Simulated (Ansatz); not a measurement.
# B2H4Se: functionals against CCSD(T) at one geometry

An exercise on one series of results from a longer session: the logs are not shown, and one member is left open.

Computed with Ansatz 0.2.0, Gaussian basis. Level: single points in def2-TZVPP.

Correlated methods freeze the cores. Filled d shells of the heavier atoms are correlated. B3LYP uses VWN-RPA correlation.

## The starting structure

SMILES `BB[SeH]`, 7 atoms, charge 0, spin multiplicity 1.

Atoms are counted from 1 here; the program's logs count them from 0.

Bond lengths: B1–B2 1.720 Å, B1–H4 1.230 Å, B1–H5 1.233 Å, B2–Se3 1.779 Å, B2–H6 1.154 Å, Se3–H7 1.499 Å. Angles: B2–B1–H4 119.4°, B2–B1–H5 128.9°, H4–B1–H5 108.9°, B1–B2–Se3 110.9°, B1–B2–H6 141.8°, Se3–B2–H6 106.3°, B2–Se3–H7 118.2°.

Coordinates:

```csv
atom,x (Å),y (Å),z (Å)
B1,-0.9150,0.3123,-0.6159
B2,0.0572,0.2665,0.8020
Se3,1.5714,-0.6196,0.5046
H4,-1.8943,-0.4272,-0.7012
H5,-1.0180,1.2095,-1.4551
H6,0.0104,0.4551,1.9392
H7,1.7136,-1.3655,-0.7884
```

Set-up of the first run:

Contents of run/in.yaml:

```yaml
crystal:
  periodic: [false, false, false]
  atoms:
    - {symbol: B, position_ang: [-0.915000, 0.312300, -0.615900]}
    - {symbol: B, position_ang: [0.057200, 0.266500, 0.802000]}
    - {symbol: Se, position_ang: [1.571400, -0.619600, 0.504600]}
    - {symbol: H, position_ang: [-1.894300, -0.427200, -0.701200]}
    - {symbol: H, position_ang: [-1.018000, 1.209500, -1.455100]}
    - {symbol: H, position_ang: [0.010400, 0.455100, 1.939200]}
    - {symbol: H, position_ang: [1.713600, -1.365500, -0.788400]}
basis:
  gaussian: {orbitals: def2-TZVPP}
correlation: {method: ccsd_t}
output: {forces: true}
```

No record of the launch command was kept for these runs.

Steps of the session up to this table: CCSD(T)/def2-TZVPP; PBE0-D4/def2-TZVPP; wB97M-V/def2-TZVPP; r2SCAN-D4/def2-TZVPP; PBE-D4/def2-TZVPP; B3LYP-D4/def2-TZVPP; wB97X-V/def2-TZVPP.

One of the session's tables, all rows but one given; the rest of the session is left out.

```
   method  RMS force component (eV/Å)  angle to CCSD(T) forces (°)  dipole (D)
  CCSD(T)                       1.555                    reference        0.79
  PBE0-D4                       1.526                          4.8        0.80
  wB97M-V                       1.527                          2.7        0.74
r2SCAN-D4                           ?                            ?           ?
   PBE-D4                       1.534                          8.8        0.91
 B3LYP-D4                       1.565                          3.8        0.75
  wB97X-V                       1.545                          2.2        0.72
```

Estimate the missing values for r2SCAN-D4.

**Answer.** RMS force component (eV/Å): 1.549; angle to CCSD(T) forces (°): 5.5; dipole (D): 0.80. In the column «RMS force component (eV/Å)» it lies between wB97X-V (1.545) and CCSD(T) (1.555).
